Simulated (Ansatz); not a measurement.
**NbTe (zincblende): response to moved atoms and strain**

Aim: move atoms of NbTe (zincblende) or strain its cell, and read the forces, the stress and the rise in energy. This structure was made by substitution into a known type, so it needn't be the compound's stable form.

Program: Ansatz 0.2.0. Level of theory: DFT r²SCAN, scalar-relativistic, plane waves, PAW. These are calculated values, not measurements.

2 further runs of the same task are left out: 2 that didn't finish. Runs told in other sessions of the task aren't counted.

### Step 1. The structure to begin with

Symmetry: F-43m, No. 216, cubic system. The conventional cell has a = 6.365 Å, b = 6.365 Å, c = 6.365 Å, α = 90.00°, β = 90.00°, γ = 90.00°. Nb (site symmetry -43m) has 4 Te at 2.76 Å in its first shell of neighbours. Te (site symmetry -43m) is surrounded by 4 Nb at 2.76 Å.

As a file:

```
CELL_PARAMETERS angstrom
0.00000 3.18250 3.18250
3.18250 0.00000 3.18250
3.18250 3.18250 0.00000
ATOMIC_POSITIONS crystal
Nb 0.00000 0.00000 0.00000
Te 0.25000 0.25000 0.25000
```

An earlier run at r²SCAN left this cell at 32.233 Å³/atom and 0.07 GPa (10×10×10 mesh).

The changes: atom 1 (Nb) moved 0.02 Å along y; strain e1 = -0.02, atoms carried along.

### Step 2. Atom 1 (Nb) moved 0.02 Å along y

Input file input.yaml:

```yaml
crystal:
  lattice:
    - [0.0, 3.182500669, 3.182500669]
    - [3.182500669, 0.0, 3.182500669]
    - [3.182500669, 3.182500669, 0.0]
  atoms:
    - { symbol: Nb, position: [0.0031421832, -0.0031421832, 0.0031421832], spin: 1.77 }
    - { symbol: Te, position: [0.25, 0.25, 0.25] }
basis:
  ecutwfc: 500
  ecutrho_ratio: 4
kpoints:
  mp_grid: { grid: [10, 10, 10] }
hamiltonian:
  xc: r2scan
scf:
  occupations: { method: gaussian, width: 0.05 }
output:
  forces: true
  stress: true
  eigenvalues: true
  populations: true
  write_density: true
  write_potential: true
  elf: true
  volumetric_format: npy
magnetization:
  spin_polarized: true
checkpoint:
  read: start.run
  write: ck
  compress: false
  write_wavefunctions: false
  write_every: 100000
```

start.run holds the converged state of the cell before the atoms were moved.

Command:

```sh
ansatz run input.yaml --threads 2 --pin off --max-ram 2662MiB --backend cpu --events-out ev --progress --plain --runs-dir out
```

Standard output, shortened:

```text
Warning: checkpoint.read: the run can stay near the saved state's solution: 1 site(s) moved relative to the saved geometry (max |Δs| = 3.142e-3 fractional); the SCF starts from the saved state under `checkpoint.density_extrapolation: transplant`, in force with no word given. A run without [...]
Warning: RAYON_NUM_THREADS=2 ignored (pool sized by the plan → 2); use --threads N
[...]
Pseudopotentials: kind: paw
Pseudopotential: Nb, paw, valence charge 13, recommended cutoff 500 eV (meta_gga), Nb.paw.azcp
Pseudopotential: Te, paw, valence charge 16, recommended cutoff 500 eV (meta_gga), Te.paw.azcp
Functional definition: r2SCAN
[...]
Crystal: 2 atoms, lattice volume = 64.467 Å³
Basis set: ecut = 500 eV, 1639 PW (Γ), exchange–correlation on 144×144×144 points (64 copies of the dense FFT grid, shifted against one another)
Bands: 20, of which v1, the nominal top of the filled ones, is band 15 counted from 1 (14 counted from 0)
Symmetry: 4 space group operations
Space group: Imm2 (ITA 44), of the structure as read, at distance tolerance 4.0e-5 Å
Magnetic group: BNS 44.229 (UNI 327), of the structure as read, at distance tolerance 4.0e-5 Å
k-points: 171 of 1000 (time reversal used)
[...]
Starting moments: Σ|m| = 1.77 μB on 1 of 2 sites; this step starts from the density that it was given
[...]
SCF iter   1: F=—  HF=-11557.822853 eV  |F-HF|=—  |Δ(HF+E_count)|=         —  Δρ=1.82e-3 (↑1.82e-3 ↓1.09e-3)  dr2=4.39e-4  dr2_τ=7.84e-3  dr2_m=1.10e-3  M=2.301 μB ∫|m|=2.508 μB  β_m=1.20  ethr=1.68e-6  ⟨swp⟩=3.0  Hψ=51965  notcnv=0
[...]
SCF iter   9: F=-11557.841661 eV  HF=-11557.841661 eV  |F-HF|=1.53e-8  |Δ(HF+E_count)|=   5.41e-8  Δρ=3.76e-6 (↑3.61e-6 ↓3.76e-6)  dr2=2.53e-8  dr2_τ=3.81e-10  dr2_m=3.98e-10  M=2.300 μB ∫|m|=2.508 μB  ethr=3.45e-10  ⟨swp⟩=8.7  Hψ=39082  notcnv=0
[...]
this state was not tested for a lower state beside it, because the mixer in use, unlike msr1, does not test its closes by its own steps (another_mixer; see scf.mixing.algorithm and scf.lower_state_search)
SCF converged after 9 iterations
Magnetization: 2.2997 μB (15.6499 up, 13.3501 down)
Absolute magnetization: 2.5105 μB (∫|ρ↑−ρ↓|, with the PAW one-centre terms)
Spin contamination: 0.0352 ħ² per cell (⟨S²⟩ above its minimum at these occupations)
Per-site moments (μB) at R_I (Å): [(1.6037877984665783, 1.1321590506402182), (-0.061783336175706714, 1.1321590506402182)]
Free energy (F): -11557.841661 eV
[...]
E sigma→0 (E₀):  -11557.841124 eV
Entropy (-TS):   -0.001075 eV (-0.538 meV/atom)
Fermi energy:    9.528272 eV
[...]
--- Forces (eV/Å), atoms counted from 1 ---
  atom   1  Nb     0.00000000    -0.18272666    -0.00000000
  atom   2  Te    -0.00000000     0.18260105     0.00000000
[...]
--- Stress (GPa, compression-positive) ---
        0.090285      -0.000000       0.605206
        0.000000       0.063288      -0.000000
        0.605206      -0.000000       0.090285
  P = ⅓ Tr σ = 0.0813 GPa (0.813 kbar)
--- Band table (eV; the first three rows and the last of 342) ---
  k-point 0 ↑: bands = ["-48.2183", "-28.8751", "-28.8742", "-28.8733", "-28.8395", "-28.8395", "-23.7315", "-23.7314", "-23.7303", "-3.4551", "5.2235", "5.2470", "5.2708", "8.1558", "8.1563", "10.7538", "13.1076", "13.1704", "13.2258", "15.0100"]
[...]
--- Löwdin populations: 2 sites ---
  site symbol       q [e]    m [muB]
     0     Nb     12.8631     2.4224
     1     Te     15.9888    -0.1816
  spilling = 0.005109 (of n_electrons = 29.000000)
```

Run time: 65 s. Hardware: 2 threads of Arm Neoverse V2, shared host; peak memory 0.91 GiB.

In short: volume 32.233 Å³/atom, pressure 0.08 GPa, no gap, spin moments in the atoms' spheres Nb 1.60; Te -0.06 μB.

Forces on the atoms, as numbers:

```
atom  x (eV/Å)  y (eV/Å)  z (eV/Å)
 Nb1     0.000    -0.183     0.000
 Te2     0.000     0.183     0.000
```

Axes a, b and c in the maps are those of this run's conventional cell (a, b, c = 4.501, 4.501, 6.365 Å).

Density in a lattice plane of the grid's cell (edges 4.50 and 6.37 Å, at 0.000 of the third edge), which holds Nb and Te.

Ten even steps from ' ' (0.01 e/Å³) to '@' (16.69 e/Å³):
```
::::..                      ..::
....                          ..
              ..::..            
            ..++##++..          
            ::##@@##::          
            ..++##++..          
              ..::..            
                                
                                
                                
                                
                                
                                
                                
                                
                                
                                
::..                          ..
::::..                      ..::
::::::                      ::::
```
Columns run along the first of these edges and rows up along the second, over one cell in 16 and 20 even steps from the bottom left corner. Atoms in the plane (fractional): Nb at (0.00, 0.00), Te at (0.50, 0.75).

ELF in the same plane.

Ten even steps from '0' (0.01) to '9' (0.80):
```
6884258878852488
9853587666785358
7534875434578435
3337863000368733
2357752020257753
1247753000357742
0136765333567631
0014676666676410
0002467777764200
0000135666531000
0000012343210000
0000001222100000
0000001111100000
1111111111111111
2211111121111112
3311011111110113
7631001111100136
9973001222100379
5896112343211698
0596225666522695
```
Columns run along the first of these edges and rows up along the second, over one cell in 16 and 20 even steps from the bottom left corner. Atoms in the plane (fractional): Nb at (0.00, 0.00), Te at (0.50, 0.75).

Both are smooth fields of the valence electrons: close to the nuclei they are not physical.

Spin density (up less down) in a lattice plane of the grid's cell (edges 4.50 and 6.37 Å, at 0.000 of the third edge), which holds Nb and Te.

Ten even steps from '0' (-0.02 e/Å³) to '9' (0.59 e/Å³):
```
7532110000011235
9621100000001126
5421000000000124
2211000000000112
1100000000000001
0000000000000000
0000000000000000
0000000000000000
0000000000000000
0000000000000000
0000000000000000
0000000000000000
0000000000000000
0000000000000000
1100000000000001
2210000000000012
6421000000000124
9621000000000126
6532100000001235
6553110000011355
```
Columns run along the first of these edges and rows up along the second, over one cell in 16 and 20 even steps from the bottom left corner. Atoms in the plane (fractional): Nb at (0.00, 0.00), Te at (0.50, 0.75).

The highest ELF values outside the cores: 0.69 on the Te–Nb line, 1.2 Å from Te; 0.69 beside Te, off the lines to its neighbours, 1.3 Å from Te.

### Step 3. Strain e1 = -0.02, atoms carried along

Input file input.yaml:

```yaml
crystal:
  lattice:
    - [0.0, 3.182500669, 3.182500669]
    - [3.1188506556, 0.0, 3.182500669]
    - [3.1188506556, 3.182500669, 0.0]
  atoms:
    - { symbol: Nb, position: [0.0, 0.0, 0.0], spin: 1.77 }
    - { symbol: Te, position: [0.25, 0.25, 0.25] }
basis:
  ecutwfc: 500
  ecutrho_ratio: 4
kpoints:
  mp_grid: { grid: [10, 10, 10] }
hamiltonian:
  xc: r2scan
scf:
  occupations: { method: gaussian, width: 0.05 }
output:
  forces: true
  stress: true
  eigenvalues: true
  populations: true
magnetization:
  spin_polarized: true
```

Command:

```sh
ansatz run input.yaml --threads 2 --pin off --max-ram 2662MiB --backend cpu --events-out ev --progress --plain --runs-dir out
```

Standard output, shortened:

```text
Warning: RAYON_NUM_THREADS=2 ignored (pool sized by the plan → 2); use --threads N
[...]
[... 4 set-up lines as earlier in the session ...]
[...]
Crystal: 2 atoms, lattice volume = 63.177 Å³
Basis set: ecut = 500 eV, 1615 PW (Γ), exchange–correlation on 144×144×144 points (64 copies of the dense FFT grid, shifted against one another)
Bands: 20, of which v1, the nominal top of the filled ones, is band 15 counted from 1 (14 counted from 0)
Symmetry: 8 space group operations
Space group: I-4m2 (ITA 119), of the structure as read, at distance tolerance 4.0e-5 Å
Magnetic group: BNS 119.315 (UNI 975), of the structure as read, at distance tolerance 4.0e-5 Å
k-points: 102 of 1000 (time reversal used)
[...]
Free energy (F): -11557.836880 eV
[...]
E sigma→0 (E₀):  -11557.836388 eV
Entropy (-TS):   -0.000984 eV (-0.492 meV/atom)
Fermi energy:    9.765160 eV
[...]
--- Forces (eV/Å), atoms counted from 1 ---
  atom   1  Nb     0.00000000     0.00000000     0.00000000
  atom   2  Te     0.00000000     0.00000000    -0.00000000
[...]
--- Stress (GPa, compression-positive) ---
        1.592195      -0.000000       0.000000
       -0.000000       1.298495       0.000000
        0.000000       0.000000       1.298495
  P = ⅓ Tr σ = 1.3964 GPa (13.964 kbar)
--- Band table (eV; the first three rows and the last of 204) ---
  k-point 0 ↑: bands = ["-47.9203", "-28.6286", "-28.6277", "-28.6277", "-28.5908", "-28.5906", "-23.4384", "-23.4384", "-23.4368", "-3.2671", "5.4460", "5.4460", "5.4728", "8.3809", "8.4578", "11.0943", "13.5105", "13.5105", "13.5961", "15.3550"]
[...]
--- Löwdin populations: 2 sites ---
  site symbol       q [e]    m [muB]
     0     Nb     12.8850     2.4057
     1     Te     15.9665    -0.1763
  spilling = 0.005121 (of n_electrons = 29.000000)
```

It took 60 s on 2 threads of Arm Neoverse V2, shared host; peak memory 0.75 GiB.

In short: volume 31.589 Å³/atom, pressure 1.40 GPa, metallic, spin moments in the atoms' spheres Nb 1.59; Te -0.06 μB.

### Step 4. The distortions side by side

| change | change of free energy (meV/atom) | largest force (eV/Å) | largest change of stress (GPa) |
| --- | --- | --- | --- |
| atom 1 (Nb) moved 0.02 Å along y | 0.91 | 0.183 | 0.61 |
| strain e1 = -0.02, atoms carried along | 3.30 | 0.000 | 1.53 |

Moving atom 1 by 0.02 Å meets a restoring force of 0.183 eV/Å along the move, a force constant of about 9.1 eV/Å². The strain e1 = -0.02 changes that stress component by +1.53 GPa (compression positive), a ratio of 76 GPa; that is a secant over a finite strain with the atoms carried along, not the elastic constant. No change lowers the energy by more than 0.5 meV/atom; other distortions weren't tried. Spin–orbit coupling is left out, though the cell holds Te; it can open a gap where p bands cross.
